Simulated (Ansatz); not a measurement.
I need a ladder of methods at one geometry of C₂H₆BFSi, SMILES B[SiH](F)C=C. Use Ansatz's Python interface. Level of theory (for the species named): Hartree-Fock, def2-SVP basis, multiplicity 1. The script varies functional: hf, r2scan, pbe, lc_wpbe, r2scan0.

Input file `c2h6bfsi.xyz`:
```text
11

B     0.45350    1.71380    0.68460
Si    0.54840    0.46630   -0.77040
F     2.06810   -0.19630   -0.78830
C    -0.62380   -0.86110   -0.54240
C    -0.67040   -1.67040    0.51640
H    -0.61130    2.35030    0.84590
H     1.35250    1.95600    1.39000
H     0.34560    1.16450   -2.05740
H    -1.45780   -0.99600   -1.25430
H    -1.41350   -2.44400    0.67200
H     0.07400   -1.54000    1.32450
```

`c2h6bfsi.py`:
```python
"""C2H6BFSi at several levels of theory."""

from pathlib import Path

import ansatz as az
import numpy as np


def main() -> None:
    system = az.Crystal.molecule_from_extxyz("c2h6bfsi.xyz")

    setup = system.calculation().basis(gaussian="def2-SVP")

    print("functional    E (Ha)        dipole (D)   HOMO (eV)  LUMO (eV)")
    for name in ["hf", "r2scan", "pbe", "lc_wpbe", "r2scan0"]:
        r = setup.functional(name).forces().orbitals().run(threads=1, runs_dir="runs").report
        lines = Path(r["orbitals_path"]).read_text().splitlines()
        field_of = lambda key: [line.split("=")[1].strip() for line in lines if line.startswith(key)]
        orbitals = [(27.211386 * float(e), s, float(n)) for e, s, n in zip(field_of("Ene="), field_of("Spin="), field_of("Occup="))]
        homo = max(e for e, _, n in orbitals if n > 0.5)
        lumo = min(e for e, _, n in orbitals if n < 0.5)
        dipole = 4.803205 * np.linalg.norm(r["charge_distribution"]["dipole_moment_e_ang"])
        print(f"{name:10s} {r['free_energy_ev'] / 27.211386246:14.6f} {dipole:9.3f} {homo:11.3f} {lumo:10.3f}")


if __name__ == "__main__":
    main()
```

```console
$ python c2h6bfsi.py
functional    E (Ha)        dipole (D)   HOMO (eV)  LUMO (eV)
hf            -492.027209     2.302     -10.576      1.189
r2scan        -493.597102     2.016      -6.978     -3.206
pbe           -493.330220     1.923      -6.670     -3.504
lc_wpbe       -493.515155     2.035     -10.635     -0.137
r2scan0       -493.574127     2.121      -8.122     -2.361
```

Caveats:
- Total energies depend on the basis set; only differences at equal settings carry meaning.
- The geometry is a force-field or estimated start, not a minimum of this method, and the basis set is short of its limit. A lower total doesn't mark the better method: functionals have no common bound, and MP2 and coupled cluster aren't variational.
- Levels such as HOMO and LUMO are orbital energies: with these approximate functionals they aren't the ionisation energy and electron affinity, and their gap isn't the fundamental gap.
- Timing: 28 s on 1 thread of Intel(R) Xeon(R) Platinum 8259CL CPU @ 2.50GHz (Skylake/Cascade Lake) (shared host), peak memory 0.3 GiB.

(Lines on the test bed's own set-up are left out of the output.)
